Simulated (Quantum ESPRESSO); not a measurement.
Crystal: AlSn.

```
Sn Al
1.0
     4.19811    0.00000    0.00000
    -2.09905    3.63567    0.00000
     0.00000    0.00000    3.30685
Sn Al
1 1
Cartesian
  0.0000 2.4238 1.6534
  0.0000 0.0000 0.0000
```

The cell comes from a database or a generator and needn't be the stable form of this composition.

* Program: Quantum ESPRESSO 7.5
* Task: phonons
* Functional: PBEsol
* Potentials or basis: PseudoDojo 0.4.1 SR PBE standard
* Cutoff: 980 eV
* Density cutoff: 3918 eV
* k mesh: 4 × 4 × 6, shifted
* Occupations: gaussian, width 0.272 eV
* Spin: collinear spin, ferromagnetic start
* Starting moments: [0.5, 0.0] μB
* Mixing beta: 0.3
* Most SCF iterations: 120
* SCF threshold: 4e-10 Ry

At Γ the optical frequencies are 144 203 203 cm⁻¹, at a pressure of -1.6 GPa.

Problem. How do the modes respond when the cell is scaled evenly, at fixed shape?

Solution. The highest mode has a Grüneisen parameter of 1.64. None of the listed modes softens on compression. Real pressure also changes the shape of this cell, most of all in layered crystals, so these aren't the shifts under hydrostatic load.

Frequencies at 99 % and 101 % of the volume (pressures -1.1 and -2.1 GPa), ions relaxed:
| mode | 99 % (cm⁻¹) | 101 % (cm⁻¹) | Grüneisen parameter |
| --- | --- | --- | --- |
| 4 | 148.6 | 140.3 | 2.87 |
| 5 | 206.0 | 199.3 | 1.64 |
| 6 | 206.0 | 199.3 | 1.64 |

Modes are matched by their order; those that don't vary smoothly over the three volumes are left out.

Caveat: the k mesh is coarse (spacing up to 0.43 Å⁻¹), so the values aren't converged; the mesh is thin for the phonons of a metal; the potentials were made for another functional, which shifts forces and pressure.
